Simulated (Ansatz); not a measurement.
**Sr: relaxing the atoms in a fixed cell**

Aim: in Sr, a crystal from a database, its volume scaled a little, relax the atoms in a fixed cell, then read levels, charges and fields where it ends.

This is Sr in the hcp structure; at room conditions it is fcc.

All numbers below are computed with Ansatz 0.2.0 (DFT, r2SCAN, no spin polarisation, plane waves, PAW).

## 1. The structure

It takes space group P6_3/mmc (No. 194, hexagonal). The conventional cell has a = 4.293 Å, b = 4.293 Å, c = 7.022 Å, α = 90.00°, β = 90.00°, γ = 120.00°. Sr (site symmetry -6m2) is surrounded by 12 Sr at 4.29 to 4.30 Å.

Coordinates:

```cif
data_structure
_symmetry_space_group_name_H-M 'P 1'
_symmetry_Int_Tables_number 1
_cell_length_a 4.2927
_cell_length_b 4.2927
_cell_length_c 7.0217
_cell_angle_alpha 90.000
_cell_angle_beta 90.000
_cell_angle_gamma 120.000
_cell_volume 112.05
loop_
_atom_site_label
_atom_site_type_symbol
_atom_site_fract_x
_atom_site_fract_y
_atom_site_fract_z
_atom_site_occupancy
Sr1 Sr 0.33330 0.66670 0.25000 1
Sr2 Sr 0.66660 0.33330 0.75000 1
```

It starts from an earlier solution of the starting cell (checkpoint.read).

## 2. The walk to rest

input.yaml reads:

```yaml
crystal:
  lattice:
    - [4.292676, 0.0, 0.0]
    - [-2.146338, 3.717567, 0.0]
    - [0.0, 0.0, 7.021662]
  atoms:
    - { symbol: Sr, position: [0.3333, 0.6667, 0.25] }
    - { symbol: Sr, position: [0.6666, 0.3333, 0.75] }
  symmetry: { tolerance: 0.0003 }
kpoints:
  mp_grid: { grid: [9, 9, 5], shift: [0, 0, 0] }
magnetization:
  spin_polarized: false
scf:
  occupations: { method: fermi_dirac }
  lower_state_search: "off"
hamiltonian:
  pseudopotentials: { kind: paw }
  xc: r2scan
basis:
  ecutwfc: 500
  fft_grid_basis: typed
relax:
  max_steps: 80
output:
  forces: true
  stress: true
  eigenvalues: true
  bader: true
  populations: true
  elf: true
  write_potential: true
  volumetric_format: npy
  dos:
    e_range: [-12, 8]
    de: 0.05
    projected: { site_lists: { Sr: [Sr] } }
checkpoint:
  read: saved_state
```

Command:

```
> ansatz run input.yaml --threads 2 --pin off --max-ram 3584MiB --backend cpu --events-out ev --progress --plain --runs-dir out
```

**Question.** What will these runs give? Wanted: moves; energy gained; largest move; pressure left in the fixed cell; character; density maxima off the nuclei.

The runs gave:

| quantity | value |
| --- | --- |
| moves | 0 |
| energy gained | 0.0 meV/atom |
| largest move | 0.00 Å |
| space group (0.01 Å), before / after | P6_3/mmc / P6_3/mmc |
| pressure left in the fixed cell | 0.3 GPa |
| character | metal |
| density of states, mean within 0.25 eV of the Fermi level | 2.2 per eV per cell |
| density maxima off the nuclei | 4 |

In words: In the fixed cell the atoms end where they began within the cell. With 24 symmetry operations imposed, the end may be a saddle point towards distortions that break them. The cell is metallic; within 0.25 eV of the Fermi level the density of states averages 2.2 per eV per cell.

Caveats: the SCF threshold is loose for a stress.
